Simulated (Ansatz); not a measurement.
Predict the output of the script below (the Python package of Ansatz (0.2.0)).

`run_opt.py`:
```python
'''Relax the C2H8BN molecule.'''

import itertools

import ansatz as az
from ase.data import atomic_numbers, covalent_radii
import numpy as np

GEOMETRY = '''
C    -1.75930    0.64840    0.04590
B    -0.26760    0.59400    0.38290
N     0.38220   -0.76840    0.45110
C     1.57900   -0.83160   -0.51070
H    -2.39360    0.13520    0.77920
H    -1.98930    0.26300   -0.96670
H    -2.09580    1.75940    0.02870
H     0.39440    1.59990    0.58370
H     0.83450   -0.83230    1.46340
H     2.27800   -0.06240   -0.28400
H     1.98160   -1.83740   -0.41370
H     1.13280   -0.72300   -1.52580
'''

molecule = az.Crystal.molecule()
for line in GEOMETRY.strip().splitlines():
    symbol, *xyz = line.split()
    molecule = molecule.atom(symbol, [float(v) for v in xyz])

job = (
    molecule.calculation()
    .basis(gaussian='def2-SVP')
    .functional('hf')
)
symbols = [site.symbol for site in molecule.cartesian_sites]
start = np.array([site.position_ang for site in molecule.cartesian_sites], dtype=float)
def progress(event):
    if event['event'] == 'relax_step':
        row = event['data']
        print(f'step {row["step"]:3d}  E = {row["lagrangian_ev"]:.6f} eV  largest force component {row["allowed_force_max_ev_ang"]:.4f} eV/A')


summary = job.relax(force_tolerance=0.005).session().plan().execute(on_event=progress).report
end = np.array(summary['positions_ang'])

print('reference energy %16.6f eV' % summary['reference_energy_ev'])
print('total energy     %16.6f eV' % summary['free_energy_ev'])
print('occupied orbitals outside the frozen core (up, down):', summary['n_occupied'], ' frozen:', summary['n_frozen'], ' virtual:', summary['n_virtual'])

# pairs closer than 1.2 times the sum of covalent radii, before or after
radius = [covalent_radii[atomic_numbers[s]] for s in symbols]
span = lambda where, i, j: np.linalg.norm(where[i] - where[j])
bonded = [(i, j) for i, j in itertools.combinations(range(len(symbols)), 2) if min(span(start, i, j), span(end, i, j)) < 1.2 * (radius[i] + radius[j])]
print('pair        before    after (A)')
for i, j in bonded:
    print(f'{symbols[i]}{i}-{symbols[j]}{j}'.ljust(10), f'{span(start, i, j):8.4f} {span(end, i, j):8.4f}')
```

Output of `python run_opt.py`:
```text
step   1  E = -4337.202423 eV  largest force component 3.3817 eV/A
step   2  E = -4337.695961 eV  largest force component 1.3925 eV/A
step   3  E = -4337.752302 eV  largest force component 0.7332 eV/A
step   4  E = -4337.788623 eV  largest force component 0.2138 eV/A
step   5  E = -4337.866272 eV  largest force component 0.3170 eV/A
step   6  E = -4337.996540 eV  largest force component 1.2481 eV/A
step   7  E = -4338.195357 eV  largest force component 1.9278 eV/A
step   8  E = -4338.456653 eV  largest force component 2.1019 eV/A
step   9  E = -4338.694739 eV  largest force component 1.8611 eV/A
step  10  E = -4338.859458 eV  largest force component 1.0798 eV/A
step  11  E = -4338.934084 eV  largest force component 0.3436 eV/A
step  12  E = -4338.942699 eV  largest force component 0.8045 eV/A
step  13  E = -4338.959834 eV  largest force component 0.1502 eV/A
step  14  E = -4338.990482 eV  largest force component 0.1258 eV/A
step  15  E = -4338.979812 eV  largest force component 0.7366 eV/A
step  16  E = -4339.004276 eV  largest force component 0.0624 eV/A
step  17  E = -4339.011785 eV  largest force component 0.2022 eV/A
step  18  E = -4339.018384 eV  largest force component 0.0108 eV/A
step  19  E = -4339.019051 eV  largest force component 0.0744 eV/A
step  20  E = -4339.018951 eV  largest force component 0.0789 eV/A
step  21  E = -4339.019682 eV  largest force component 0.0044 eV/A
step  22  E = -4339.019734 eV  largest force component 0.0039 eV/A
step  23  E = -4339.019772 eV  largest force component 0.0034 eV/A
step  24  E = -4339.019789 eV  largest force component 0.0019 eV/A
reference energy     -4339.019789 eV
total energy         -4339.019789 eV
occupied orbitals outside the frozen core (up, down): [16, 16]  frozen: 0  virtual: [80, 80]
pair        before    after (A)
C0-B1        1.5303   1.5872
C0-H4        1.0970   1.0933
C0-H5        1.1076   1.0946
C0-H6        1.1610   1.0947
B1-N2        1.5110   1.3939
B1-H7        1.2208   1.2081
N2-C3        1.5367   1.4428
N2-H8        1.1106   1.0010
C3-H9        1.0638   1.0931
C3-H10       1.0877   1.0932
C3-H11       1.1141   1.0879
```

Total energies depend on the basis set; only differences at equal settings carry meaning. The end point is the stationary point reached from this start; no frequency run checks that it is a minimum, and the basis set is modest. Finished in 81 s on 1 thread of Arm Neoverse N1 (shared host), peak memory 0.25 GiB.
